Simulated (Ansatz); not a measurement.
# RuSi (triplet): wave-function methods side by side, def2-QZVPP

An exercise on one series of results from a longer session: the logs are not shown, and one member is left open.

The runs use Ansatz 0.2.0, Gaussian basis; def2-QZVPP, core rule «outside noble gas», up to 9 orbitals frozen.

Plan: UHF; ROHF; CCSD(T) on UHF.

2 further runs of the same task are left out: 2 set aside as unsound or not needed. Runs told in other sessions of the task aren't counted.

## What is computed

The geometry is a PBE0/def2-TZVP stationary point (not a proven minimum) of the parent state, kept for this charge and spin. No spin-orbit coupling is included. Elements past krypton take def2 core potentials.

2 atoms, charge 0, spin multiplicity 3.

Atoms are counted from 1 here; the program's logs count them from 0.

Bond lengths: Ru1–Si2 2.032 Å.

Set-up of the first run:

The input, in.yaml:

```yaml
crystal:
  periodic: [false, false, false]
  atoms:
    - {symbol: Ru, position_ang: [0.000000, 0.000000, 0.000000]}
    - {symbol: Si, position_ang: [0.000000, 0.000000, 2.032000]}
basis:
  gaussian: {orbitals: "def2-QZVPP.json"}
magnetization: {spin_polarized: true, initial_magnetization: 2}
hamiltonian: {xc: hf}
output: {orbitals: {seedname: orbitals}}
```

Started as:

```sh
> ansatz run in.yaml --threads 1 --pin off --events-out ev --progress --plain --max-ram 2816MiB --backend cpu
```

Steps of the session up to this table: UHF; ROHF; CCSD(T) on UHF.

One table of the session follows, with a row left open; its other results are not shown here.

It belongs to the step «Misses and costs». 

| method | from UCCSD(T) (kcal/mol) |
| --- | --- |
| ROHF | +286.59 |
| UMP2 | +37.82 |
| UCCSD | ? |
| UCCSD(T) | 0 |

**Question.** Estimate the row for UCCSD.

The run gave: from UCCSD(T) (kcal/mol): +19.08. In the column «from UCCSD(T) (kcal/mol)» it lies between UCCSD(T) (0) and UMP2 (+37.82).

Left out of the table: UHF (another determinant or state than the rows shown).

The program flags UCCSD(T) as in doubt (see the logs), so the zero of the table is itself unsure.

Limits of these values: The determinant of HF (⟨S²⟩ 3.39) is far from a pure spin state, so its energy mixes those of several spin states; that is harmless only where they are near-degenerate. The determinant of CCSD(T) (⟨S²⟩ 3.34) is far from a pure spin state, so its energy mixes those of several spin states; high orders of coupled cluster remove much of that, low ones don't. The program flags UCCSD(T) as in doubt, so the zero of the table is itself unsure. Warnings: spin contamination; coupled cluster took another determinant than the lowest.
